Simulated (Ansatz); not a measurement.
# AlFGeH₄: one structure at several levels

The task here is to estimate one member of a computed series from the others.

Program: Ansatz 0.2.0, Gaussian basis. Level of theory: single points in def2-TZVPP. These are calculated values, not measurements.

Correlated methods freeze the cores. Filled d shells of the heavier atoms are correlated.

### Starting geometry

SMILES `[F][GeH2][AlH2]`, 7 atoms, charge 0, spin multiplicity 1.

Atoms are counted from 1 here; the program's logs count them from 0.

Bond lengths: F1–Ge2 1.820 Å, Ge2–Al3 2.439 Å, Ge2–H4 1.630 Å, Ge2–H5 1.494 Å, Al3–H6 1.559 Å, Al3–H7 1.563 Å. Angles: F1–Ge2–Al3 114.3°, F1–Ge2–H4 99.4°, F1–Ge2–H5 96.7°, Al3–Ge2–H4 78.5°, Al3–Ge2–H5 148.9°, H4–Ge2–H5 100.1°, Ge2–Al3–H6 104.7°, Ge2–Al3–H7 130.5°, H6–Al3–H7 124.5°.

Geometry (Å):

```xyz
7
AlFGeH4
F    -2.28490   -0.49190    0.23510
Ge   -0.83180    0.19410   -0.62020
Al    1.14580    0.42470    0.78810
H    -0.03720   -1.19140   -0.94670
H    -1.49930    0.42950   -1.93630
H     1.97830   -0.86540    0.51550
H     1.51260    1.50640    1.85560
```

The first run:

run/in.yaml reads:

```yaml
crystal:
  periodic: [false, false, false]
  atoms:
    - {symbol: F, position_ang: [-2.284900, -0.491900, 0.235100]}
    - {symbol: Ge, position_ang: [-0.831800, 0.194100, -0.620200]}
    - {symbol: Al, position_ang: [1.145800, 0.424700, 0.788100]}
    - {symbol: H, position_ang: [-0.037200, -1.191400, -0.946700]}
    - {symbol: H, position_ang: [-1.499300, 0.429500, -1.936300]}
    - {symbol: H, position_ang: [1.978300, -0.865400, 0.515500]}
    - {symbol: H, position_ang: [1.512600, 1.506400, 1.855600]}
basis:
  gaussian: {orbitals: def2-TZVPP}
correlation: {method: ccsd_t}
output: {forces: true}
```

No record of the launch command was kept for these runs.

Steps of the session up to this table: CCSD(T)/def2-TZVPP; PBE0-D4/def2-TZVPP; wB97M-V/def2-TZVPP; r2SCAN-D4/def2-TZVPP; PBE-D4/def2-TZVPP; revPBE-D4/def2-TZVPP; wB97X-V/def2-TZVPP.

One table of the session follows, with a row left open; its other results are not shown here.

| method | RMS force component (eV/Å) | angle to CCSD(T) forces (°) | dipole (D) |
| --- | --- | --- | --- |
| CCSD(T) | 0.697 | reference | 3.38 |
| PBE0-D4 | 0.663 | 4.8 | 3.33 |
| wB97M-V | 0.650 | 4.5 | 3.45 |
| r2SCAN-D4 | 0.635 | 4.5 | 3.23 |
| PBE-D4 | 0.539 | 18.1 | 3.10 |
| revPBE-D4 | 0.525 | 21.8 | 3.08 |
| wB97X-V | ? | ? | ? |

**Question.** Estimate the row for wB97X-V.

**Answer.** RMS force component (eV/Å): 0.687; angle to CCSD(T) forces (°): 3.0; dipole (D): 3.41. In the column «RMS force component (eV/Å)» it lies between PBE0-D4 (0.663) and CCSD(T) (0.697).
